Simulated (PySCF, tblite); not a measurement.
**C₃H₁₅GeNSi₂: geometry, infrared bands and NMR shifts**

Wanted: the infrared bands and NMR shifts of C₃H₁₅GeNSi₂ (`CC[N]([SiH3])[GeH2][CH2][SiH3]`), by calculation.

Programs: tblite 0.8.0 and PySCF 2.14.0, with density-fitted response routines of our own. Each step states its level of theory. These are calculated values for one molecule in the gas phase, unless marked as measured. Atoms are numbered from 0 throughout.

## 1. The starting structure

22 atoms, charge 0, multiplicity 1; geometry from: force field or distance geometry start.

Bonds of the start (Å): C0–C1 1.54, C1–N2 1.47, N2–Si3 1.82, N2–Ge4 1.88, Ge4–C5 1.95, C5–Si6 1.87, C0–H7 1.11, C0–H8 1.11, C0–H9 1.12, C1–H10 1.11, C1–H11 1.11, Si3–H12 1.46, Si3–H13 1.46, Si3–H14 1.47, Ge4–H15 1.55, Ge4–H16 1.55, C5–H17 1.10, C5–H18 1.12, Si6–H19 1.47, Si6–H20 1.47, Si6–H21 1.47.

## 2. Optimising the geometry with GFN2-xTB

What the job is given:

```
{"job": {"kind": "relax", "xc": "GFN2-xTB", "basis": "xTB"}, "charge": 0, "multiplicity": 1}
C     -1.775100    -1.749800     1.200700
C     -1.983100    -0.415700     0.461600
N     -0.752400    -0.056600    -0.267700
Si    -1.163300     1.173800    -1.543600
Ge     0.484900     0.755700     0.885100
C      2.183500     0.992600    -0.038000
Si     2.751600    -0.639100    -0.741200
H     -1.026000    -1.644400     2.014600
H     -1.447200    -2.533400     0.488300
H     -2.749200    -2.065700     1.662400
H     -2.275700     0.372400     1.192500
H     -2.835400    -0.574000    -0.226700
H      0.031700     1.478800    -2.316100
H     -1.672700     2.391000    -0.907100
H     -2.188900     0.629200    -2.437400
H      0.741700    -0.124800     2.135400
H     -0.043900     2.138100     1.354300
H      2.072700     1.723600    -0.856800
H      2.943500     1.367600     0.692800
H      4.051800    -0.463900    -1.402900
H      2.885400    -1.614500     0.355600
H      1.755700    -1.121500    -1.706600
```

Started as:

```
$ OMP_NUM_THREADS=1 python probes_run.py task.json out
```

One launch serves the whole session: the jobs run in the order shown.

**Question.** This job is followed by: GFN2-xTB harmonic vibrations, gas phase; GIAO PBE0/pcSseg-1 NMR shielding, non-relativistic, gas phase. Predict these results of the whole session: strongest single infrared mode (GFN2-xTB); zero-point energy (GFN2-xTB); 13C shifts against TMS (PBE0/pcSseg-1); 1H shifts against TMS (PBE0/pcSseg-1, means over atoms taken as alike); 15N shifts against NH3 (PBE0/pcSseg-1); 29Si shifts against TMS (PBE0/pcSseg-1); 73Ge shifts against GeMe4 (PBE0/pcSseg-1).

The runs gave:

```
                                                              quantity                                   value
                             strongest single infrared mode (GFN2-xTB)                    822 cm⁻¹, 550 km/mol
                                          zero-point energy (GFN2-xTB)                          100.1 kcal/mol
                                13C shifts against TMS (PBE0/pcSseg-1)                    52.6, 23.0, -6.6 ppm
1H shifts against TMS (PBE0/pcSseg-1, means over atoms taken as alike)  4.89, 4.74, 4.15, 3.12, 1.15, 0.08 ppm
                                15N shifts against NH3 (PBE0/pcSseg-1)                                22.0 ppm
                               29Si shifts against TMS (PBE0/pcSseg-1)                        -52.4, -71.5 ppm
                             73Ge shifts against GeMe4 (PBE0/pcSseg-1)                                 -23 ppm
```

What this shows: Over 211 steps the energy fell by 0.545 eV; of the close pairs, N2–Si3 changed most, 1.820 to 1.724 Å. All 60 modes are real, so the xTB geometry is a minimum. The strongest single mode, at 822 cm⁻¹, has its largest shares on H14, H12, H13 and H16 (the list is cut at 4 atoms). GFN2-xTB is a fitted tight-binding method: band positions and strengths are rough. Its intensities can rank the bands wrongly. C1 (sp3 CH2 bonded to N) lies farthest downfield among carbon, at 52.6 ppm; deshielded by the electronegative neighbour. At PBE0/pcSseg-1: Shielding is most anisotropic at Ge4 (span 302 ppm, paramagnetic term -1404 ppm). Spin-orbit coupling is left out, which matters for shieldings and couplings at and beside the heavy atoms.
